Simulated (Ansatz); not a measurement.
# RbGdO2: the cost of one run

Computed with Ansatz 0.2.0 (DFT, PBEsol, PAW with Ansatz's default frozen-core files, scalar-relativistic, unless a step's input says otherwise).

## Step 1: The structure to begin with

The structure is trigonal, space group R-3m (No. 166). The conventional cell has a = 3.548 Å, b = 3.548 Å, c = 19.580 Å, α = 90.00°, β = 90.00°, γ = 120.00°. Around Rb (site symmetry -3m) lie 6 O at 3.02 Å. Gd (site symmetry -3m) is surrounded by 6 O at 2.30 Å. O (site symmetry 3m) has 3 Gd at 2.30 Å and 3 Rb at 3.02 Å in its first shell of neighbours.

Coordinates:

```xyz
4
Lattice="1.7740 1.0242 6.5267 -1.7740 1.0242 6.5267 0.0000 -2.0484 6.5267" Properties=species:S:1:pos:R:3 pbc="T T T"
Rb    0.0000    0.0000    0.0000
Gd    0.0000    0.0000    9.7900
O     0.0000    0.0000    4.3076
O     0.0000    0.0000   15.2724
```

Atoms are numbered in the order of the input: Rb1, Gd2, O3, O4.

## Step 2: Free moments from the typed start, PAW

The input, input.yaml:

```yaml
crystal:
  lattice:
    - [1.774, 1.0242193775, 6.5266666667]
    - [-1.774, 1.0242193775, 6.5266666667]
    - [0.0, -2.0484387551, 6.5266666667]
  atoms:
    - { symbol: Rb, position: [0.0, 0.0, 0.0] }
    - { symbol: Gd, position: [0.5, 0.5, 0.5], spin: 7.0 }
    - { symbol: O, position: [0.22, 0.22, 0.22] }
    - { symbol: O, position: [0.78, 0.78, 0.78] }
magnetization:
  spin_polarized: true
kpoints:
  mp_grid: { grid: [9, 9, 9] }
scf:
  occupations: { method: fermi_dirac, width: 0.08 }
hamiltonian:
  xc: pbesol
  pseudopotentials: { kind: paw }
output:
  forces: true
  stress: true
  eigenvalues: true
  populations: true
```

Launch:

```sh
$ ansatz run input.yaml --threads 2 --pin off --max-ram 6144MiB --backend cpu --events-out ev --progress --plain --runs-dir out
```

Q: Estimate wall time and peak memory on 2 threads of Intel Xeon Platinum 8259CL at 2.50GHz (Skylake/Cascade Lake), shared host.

About 17 s, with a peak of 0.64 GiB.
